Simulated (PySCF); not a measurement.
# Rb⁺: dipole response in x2c-TZVPPall plus 1 even-tempered diffuse shell per l

How polarisable is Rb⁺ at the levels listed below?

Method: unrestricted determinants in a Gaussian basis, no spin-orbit coupling in the energies. Code: PySCF 2.14.0.

### Step 1. Starting point

| Quantity | Value |
| --- | --- |
| Element | rubidium (Z = 37) |
| Basis | x2c-TZVPPall with one added diffuse shell each of s, p, d, f type (9s7p7d3f1g, 95 functions) |
| Hamiltonian | scalar relativity by spin-free X2C-1e |
| State 1 | Rb⁺: [Kr], closed-shell 1S |
| Methods | UHF, PBE, PBE0, B3LYP, TPSS |

Outer shells as boxes (Hund's rule):

Rb+ [Kr]
```
[Ar] core
3d [↑↓][↑↓][↑↓][↑↓][↑↓]
4s [↑↓]
4p [↑↓][↑↓][↑↓]
```

The runs were made by one driver on top of PySCF. The scripts below sum up each run's settings (the driver also hands on starting orbitals that pick excited configurations, and frozen orbitals as a list rather than a count), and the logs come from the driver's own runs. The driver starts from symmetry-adapted Hartree-Fock orbitals, holds the occupation by maximum overlap and uses a logarithmic radial grid for functionals, so a plain start would take other cycles.

The integrals over 95 functions and the set-up took 3.5 s of CPU time.

### Step 2. Rb⁺: the ladder of methods

UHF:

Input file input.py:

```python
from pyscf import gto, scf, dft, mp, cc
import basis_set_exchange as bse
mol = gto.M(atom="Rb 0 0 0", charge=1, spin=0, symmetry="D2h",
            basis=gto.basis.parse(bse.get_basis("x2c-TZVPPall", elements=["Rb"], fmt="nwchem", augment_diffuse=1)),
            nucmod="G")
mf = scf.UHF(mol).sfx2c1e()
mf.irrep_nelec = {'Ag': (6, 6), 'B1g': (1, 1), 'B2g': (1, 1), 'B3g': (1, 1), 'B1u': (3, 3), 'B2u': (3, 3), 'B3u': (3, 3)}
mf.kernel()
```

The program printed:

```text
damping factor = 0
level_shift factor = 0
DIIS = <class 'pyscf.scf.diis.CDIIS'>
diis_start_cycle = 1
diis_space = 10
diis_damp = 0
SCF conv_tol = 1e-09
SCF conv_tol_grad = None
number electrons alpha = 18  beta = 18
cycle= 1 E= -2978.97759852621  delta_E= -1.82e-11  |g|= 2.4e-06  |ddm|= 1.27e-05
converged SCF energy = -2978.97759852621  <S^2> = -1.4210855e-14  2S+1 = 1
```

CPU time 9.2 s on a shared host, the integrals not counted.

The occupied shells:

| shell | electrons | mean orbital energy (eV) | spread (eV) | rms radius (bohr) |
| --- | --- | --- | --- | --- |
| 1s | 2 | -15292.2 | 0 | 0.0464 |
| 2s | 2 | -2113.5 | 0 | 0.192 |
| 2p | 6 | -1869.1 | 0 | 0.171 |
| 3s | 2 | -347.14 | 0 | 0.543 |
| 3p | 6 | -266.19 | 0 | 0.557 |
| 3d | 10 | -131.80 | 0 | 0.578 |
| 4s | 2 | -48.079 | 0 | 1.57 |
| 4p | 6 | -27.478 | 0 | 1.85 |

⟨S²⟩ = 0.000, ⟨L²⟩ = 0.00.

The driver then solved the coupled dipole response at imaginary frequencies: mean α = 8.773 bohr³, C₆ = 52.12 au for a like pair.

PBE:

Changes to input.py:

```diff
@@ -5,3 +5,3 @@
             nucmod="G")
-mf = scf.UHF(mol).sfx2c1e()
+mf = dft.UKS(mol, xc="PBE").sfx2c1e()
 mf.irrep_nelec = {'Ag': (6, 6), 'B1g': (1, 1), 'B2g': (1, 1), 'B3g': (1, 1), 'B1u': (3, 3), 'B2u': (3, 3), 'B3u': (3, 3)}
```

The program printed:

```text
damping factor = 0
level_shift factor = 0
DIIS = <class 'pyscf.scf.diis.CDIIS'>
diis_start_cycle = 1
diis_space = 10
diis_damp = 0
SCF conv_tol = 1e-09
SCF conv_tol_grad = None
number electrons alpha = 18  beta = 18
XC functionals = PBE
    J. P. Perdew, K. Burke, and M. Ernzerhof.,  Phys. Rev. Lett. 77, 3865 (1996)
    J. P. Perdew, K. Burke, and M. Ernzerhof.,  Phys. Rev. Lett. 78, 1396 (1997)
    J. P. Perdew, K. Burke, and M. Ernzerhof.,  Phys. Rev. Lett. 77, 3865 (1996)
    J. P. Perdew, K. Burke, and M. Ernzerhof.,  Phys. Rev. Lett. 78, 1396 (1997)
cycle= 1 E= -2980.45040767754  delta_E= -0.00863  |g|= 0.0914  |ddm|= 0.134
cycle= 2 E= -2980.45079127496  delta_E= -0.000384  |g|= 0.0575  |ddm|= 0.0356
cycle= 3 E= -2980.45106642838  delta_E= -0.000275  |g|= 0.00443  |ddm|= 0.0198
cycle= 4 E= -2980.45107184814  delta_E= -5.42e-06  |g|= 1.58e-05  |ddm|= 0.00478
cycle= 5 E= -2980.45107184817  delta_E= -3.5e-11  |g|= 1.23e-07  |ddm|= 1.09e-05
converged SCF energy = -2980.45107184817  <S^2> = -2.1316282e-14  2S+1 = 1
```

CPU time 11 s on a shared host, the integrals not counted.

The driver then solved the coupled dipole response at imaginary frequencies: mean α = 9.196 bohr³, C₆ = 54.94 au for a like pair.

PBE0:

Changes to input.py:

```diff
@@ -5,3 +5,3 @@
             nucmod="G")
-mf = dft.UKS(mol, xc="PBE").sfx2c1e()
+mf = dft.UKS(mol, xc="PBE0").sfx2c1e()
 mf.irrep_nelec = {'Ag': (6, 6), 'B1g': (1, 1), 'B2g': (1, 1), 'B3g': (1, 1), 'B1u': (3, 3), 'B2u': (3, 3), 'B3u': (3, 3)}
```

The program printed:

```text
damping factor = 0
level_shift factor = 0
DIIS = <class 'pyscf.scf.diis.CDIIS'>
diis_start_cycle = 1
diis_space = 10
diis_damp = 0
SCF conv_tol = 1e-09
SCF conv_tol_grad = None
number electrons alpha = 18  beta = 18
XC functionals = PBE0
    C. Adamo and V. Barone.,  J. Chem. Phys. 110, 6158 (1999)
    M. Ernzerhof and G. E. Scuseria.,  J. Chem. Phys. 110, 5029 (1999)
cycle= 1 E= -2980.52787123417  delta_E= -0.00487  |g|= 0.052  |ddm|= 0.0954
cycle= 2 E= -2980.52802130086  delta_E= -0.00015  |g|= 0.0271  |ddm|= 0.0204
cycle= 3 E= -2980.52808113411  delta_E= -5.98e-05  |g|= 0.00217  |ddm|= 0.00896
cycle= 4 E= -2980.52808216138  delta_E= -1.03e-06  |g|= 3.62e-05  |ddm|= 0.00207
cycle= 5 E= -2980.52808216198  delta_E= -6e-10  |g|= 1.03e-06  |ddm|= 4.8e-05
converged SCF energy = -2980.52808216198  <S^2> = -1.4210855e-14  2S+1 = 1
```

CPU time 19 s on a shared host, the integrals not counted.

The driver then solved the coupled dipole response at imaginary frequencies: mean α = 9.005 bohr³, C₆ = 53.64 au for a like pair.

B3LYP:

Changes to input.py:

```diff
@@ -5,3 +5,3 @@
             nucmod="G")
-mf = dft.UKS(mol, xc="PBE0").sfx2c1e()
+mf = dft.UKS(mol, xc="B3LYP").sfx2c1e()
 mf.irrep_nelec = {'Ag': (6, 6), 'B1g': (1, 1), 'B2g': (1, 1), 'B3g': (1, 1), 'B1u': (3, 3), 'B2u': (3, 3), 'B3u': (3, 3)}
```

The program printed:

```text
damping factor = 0
level_shift factor = 0
DIIS = <class 'pyscf.scf.diis.CDIIS'>
diis_start_cycle = 1
diis_space = 10
diis_damp = 0
SCF conv_tol = 1e-09
SCF conv_tol_grad = None
number electrons alpha = 18  beta = 18
XC functionals = B3LYP
    P. J. Stephens, F. J. Devlin, C. F. Chabalowski, and M. J. Frisch.,  J. Phys. Chem. 98, 11623 (1994)
cycle= 1 E= -2980.87011697817  delta_E= -0.00657  |g|= 0.0675  |ddm|= 0.125
cycle= 2 E= -2980.87036310143  delta_E= -0.000246  |g|= 0.0369  |ddm|= 0.0263
cycle= 3 E= -2980.87047344159  delta_E= -0.00011  |g|= 0.00291  |ddm|= 0.012
cycle= 4 E= -2980.87047551019  delta_E= -2.07e-06  |g|= 2.53e-05  |ddm|= 0.00294
cycle= 5 E= -2980.8704755105  delta_E= -3.09e-10  |g|= 6.51e-07  |ddm|= 3.67e-05
converged SCF energy = -2980.8704755105  <S^2> = -1.4210855e-14  2S+1 = 1
```

It used 19 s of CPU time after the integrals (shared host).

The driver then solved the coupled dipole response at imaginary frequencies: mean α = 9.081 bohr³, C₆ = 54.01 au for a like pair.

TPSS:

Changes to input.py:

```diff
@@ -5,3 +5,3 @@
             nucmod="G")
-mf = dft.UKS(mol, xc="B3LYP").sfx2c1e()
+mf = dft.UKS(mol, xc="TPSS").sfx2c1e()
 mf.irrep_nelec = {'Ag': (6, 6), 'B1g': (1, 1), 'B2g': (1, 1), 'B3g': (1, 1), 'B1u': (3, 3), 'B2u': (3, 3), 'B3u': (3, 3)}
```

The program printed:

```text
damping factor = 0
level_shift factor = 0
DIIS = <class 'pyscf.scf.diis.CDIIS'>
diis_start_cycle = 1
diis_space = 10
diis_damp = 0
SCF conv_tol = 1e-09
SCF conv_tol_grad = None
number electrons alpha = 18  beta = 18
XC functionals = TPSS
    J. Tao, J. P. Perdew, V. N. Staroverov, and G. E. Scuseria.,  Phys. Rev. Lett. 91, 146401 (2003)
    J. P. Perdew, J. Tao, V. N. Staroverov, and G. E. Scuseria.,  J. Chem. Phys. 120, 6898 (2004)
    J. Tao, J. P. Perdew, V. N. Staroverov, and G. E. Scuseria.,  Phys. Rev. Lett. 91, 146401 (2003)
    J. P. Perdew, J. Tao, V. N. Staroverov, and G. E. Scuseria.,  J. Chem. Phys. 120, 6898 (2004)
cycle= 1 E= -2980.72269721502  delta_E= -0.00763  |g|= 0.103  |ddm|= 0.111
cycle= 2 E= -2980.72313572019  delta_E= -0.000439  |g|= 0.067  |ddm|= 0.0429
cycle= 3 E= -2980.723528253  delta_E= -0.000393  |g|= 0.00424  |ddm|= 0.0246
cycle= 4 E= -2980.72353320396  delta_E= -4.95e-06  |g|= 2.11e-05  |ddm|= 0.00453
cycle= 5 E= -2980.72353320403  delta_E= -7e-11  |g|= 3.07e-07  |ddm|= 1.58e-05
converged SCF energy = -2980.72353320403  <S^2> = -1.7763568e-14  2S+1 = 1
```

CPU time 34 s on a shared host, the integrals not counted.

The driver then solved the coupled dipole response at imaginary frequencies: mean α = 9.110 bohr³, C₆ = 54.73 au for a like pair.

Radial density 4πr²ρ of Rb⁺ at UHF, without picture-change correction:

| r (bohr) | density |
| --- | --- |
| 0.000717 | 0.399 |
| 0.00121 | 0.982 |
| 0.00203 | 2.37 |
| 0.00341 | 5.51 |
| 0.00574 | 12.0 |
| 0.00965 | 23.5 |
| 0.0162 | 38.2 |
| 0.0273 | 46.3 |
| 0.0459 | 40.2 |
| 0.0773 | 42.5 |
| 0.130 | 55.6 |
| 0.219 | 34.9 |
| 0.368 | 38.2 |
| 0.618 | 24.6 |
| 1.04 | 7.04 |
| 1.75 | 4.82 |
| 2.94 | 0.709 |
| 4.95 | 0.00606 |
| 8.33 | 3.88e-05 |

### Step 3. The response side by side

Rb⁺, in atomic units:

| method | mean α | C₆ (like pair) | S(−4) |
| --- | --- | --- | --- |
| UHF | 8.773 | 52.12 | 11.89 |
| PBE | 9.196 | 54.94 | 13.95 |
| PBE0 | 9.005 | 53.64 | 13.00 |
| B3LYP | 9.081 | 54.01 | 13.49 |
| TPSS | 9.110 | 54.73 | 13.38 |

α(iu) at TPSS:

| u (hartree) | α(iu) (bohr³) |
| --- | --- |
| 0 | 9.110 |
| 0.0500 | 9.077 |
| 0.100 | 8.978 |
| 0.200 | 8.610 |
| 0.300 | 8.071 |
| 0.500 | 6.768 |
| 0.750 | 5.212 |
| 1.00 | 3.987 |
| 1.50 | 2.428 |
| 2.00 | 1.590 |
| 3.00 | 0.8160 |
| 5.00 | 0.3300 |

### Step 4. Outcome

| quantity | value |
| --- | --- |
| α of Rb⁺ | 8.773 (UHF) to 9.196 (PBE) bohr³ |

In words: A single London oscillator with the computed α and C₆ of Rb⁺ at UHF would have ω = 4 C₆ / (3 α²) = 0.903 hartree. The basis is finite, and no extrapolation was made.
